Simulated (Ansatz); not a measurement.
# C3H9NSi: the cost of one run

The runs use Ansatz 0.2.0, Gaussian basis; functionals in def2-TZVPP, the program's frozen cores in correlated methods.

Plan: PBE-D4, r2SCAN-D4, PBE0-D4, B3LYP-D4, ωB97X-V, ωB97M-V, B2PLYP; CCSD(T)/def2-TZVPP; MP2/def2-QZVPP; extrapolation to the limit.

### Step 1. Structure used throughout

All runs share one geometry, relaxed beforehand with PBE0-D4 in a triple-zeta def2 set.

SMILES `C=C([SiH3])NC`, 14 atoms, charge 0, spin multiplicity 1.

Atoms are counted from 1 here; the program's logs count them from 0.

Bond lengths: C1–C2 1.343 Å, C1–H6 1.088 Å, C1–H7 1.081 Å, C2–Si3 1.878 Å, C2–N4 1.381 Å, Si3–H8 1.489 Å, Si3–H9 1.483 Å, Si3–H10 1.489 Å, N4–C5 1.441 Å, N4–H11 1.010 Å, C5–H12 1.091 Å, C5–H13 1.099 Å, C5–H14 1.094 Å. Angles: C2–C1–H6 121.8°, C2–C1–H7 121.1°, H6–C1–H7 117.0°, C1–C2–Si3 117.5°, C1–C2–N4 123.1°, Si3–C2–N4 119.3°, C2–Si3–H8 111.3°, C2–Si3–H9 107.7°, C2–Si3–H10 111.6°, H8–Si3–H9 109.8°, H8–Si3–H10 107.3°, H9–Si3–H10 109.2°, C2–N4–C5 121.1°, C2–N4–H11 113.9°, C5–N4–H11 114.0°, N4–C5–H12 109.3°, N4–C5–H13 113.9°, N4–C5–H14 110.0° and more.

Geometry (Å):

```xyz
14
C3H9NSi
C    -0.25322    0.57053    1.92375
C    -0.18691    0.14843    0.65082
Si   -0.77287    1.33077   -0.68500
N     0.22002   -1.12329    0.29812
C     0.82473   -1.38153   -0.98448
H     0.06920   -0.05495    2.75332
H    -0.65557    1.54325    2.16919
H    -1.83321    0.71212   -1.52765
H    -1.30741    2.53957   -0.01295
H     0.33932    1.72631   -1.59200
H     0.62762   -1.64845    1.05824
H     0.92183   -2.45883   -1.12805
H     1.81560   -0.92336   -1.11038
H     0.17806   -1.00976   -1.78413
```

### Step 2. PBE-D4 (GGA)

Contents of in.yaml:

```yaml
crystal:
  periodic: [false, false, false]
  atoms:
    - {symbol: C, position_ang: [-0.253216, 0.570532, 1.923745]}
    - {symbol: C, position_ang: [-0.186910, 0.148432, 0.650825]}
    - {symbol: Si, position_ang: [-0.772870, 1.330768, -0.685000]}
    - {symbol: N, position_ang: [0.220024, -1.123294, 0.298125]}
    - {symbol: C, position_ang: [0.824727, -1.381533, -0.984477]}
    - {symbol: H, position_ang: [0.069200, -0.054949, 2.753315]}
    - {symbol: H, position_ang: [-0.655573, 1.543246, 2.169186]}
    - {symbol: H, position_ang: [-1.833209, 0.712115, -1.527652]}
    - {symbol: H, position_ang: [-1.307407, 2.539570, -0.012954]}
    - {symbol: H, position_ang: [0.339318, 1.726309, -1.591998]}
    - {symbol: H, position_ang: [0.627622, -1.648446, 1.058237]}
    - {symbol: H, position_ang: [0.921833, -2.458829, -1.128048]}
    - {symbol: H, position_ang: [1.815604, -0.923363, -1.110378]}
    - {symbol: H, position_ang: [0.178059, -1.009757, -1.784127]}
basis:
  gaussian: {orbitals: def2-TZVPP}
hamiltonian: {xc: pbe, dispersion: d4}
output: {forces: true, orbitals: {seedname: orbitals}}
```

Run with:

```
> ansatz run in.yaml --threads 4 --pin off --events-out ev --progress --plain --max-ram 10444MiB
```

**Question.** How long does this run take on 4 threads of Arm Neoverse V1, shared host, and how much memory does it need?

About 3.1 s, with a peak of 0.41 GiB.
